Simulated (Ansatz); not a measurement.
# Ti (hcp type): the cost of one run

Method: DFT, LDA, all-electron LAPW, scalar-relativistic, in Ansatz 0.2.0.

2 further runs of the same task are left out: 1 for a known fault of the program, 1 that didn't finish.

**1. The system as given**

It takes space group P6_3/mmc (No. 194, hexagonal). Conventional cell: a = 2.864 Å, b = 2.864 Å, c = 4.537 Å, α = 90.00°, β = 90.00°, γ = 120.00°. Ti (site symmetry -6m2) has 12 Ti at 2.81 to 2.86 Å as nearest neighbours.

Coordinates:

```xyz
2
Lattice="1.4321 -2.4806 0.0000 1.4321 2.4806 0.0000 0.0000 0.0000 4.5375" Properties=species:S:1:pos:R:3 pbc="T T T"
Ti    1.4321   -0.8269    1.1344
Ti    1.4321    0.8269    3.4031
```

Atoms are numbered in the order of the input: Ti1, Ti2.

**2. Bulk in the slab's orientation, LAPW**

input.yaml reads:

```yaml
crystal:
  lattice:
    - [1.4321474427, -2.4805521346, 0.0]
    - [1.4321474427, 2.4805521346, 0.0]
    - [0.0, 0.0, 4.5374834565]
  atoms:
    - { symbol: Ti, position: [0.666666667, 0.333333333, 0.25] }
    - { symbol: Ti, position: [0.333333333, 0.666666667, 0.75] }
kpoints:
  mp_grid: { grid: [15, 15, 8] }
scf:
  occupations: { method: fermi_dirac, width: 0.1 }
hamiltonian:
  xc: lda
  pseudopotentials: { kind: all_electron, lapw: { basis_error: 0.001 } }
output:
  forces: true
  stress: true
  eigenvalues: true
```

On the command line:

```console
$ ansatz run input.yaml --threads 2 --pin off --max-ram 4096MiB --backend cpu --events-out ev --progress --plain --runs-dir out
```

What time and memory should one allow on 2 threads of Arm Neoverse V2, shared host?

About 11 s, with a peak of 0.41 GiB.
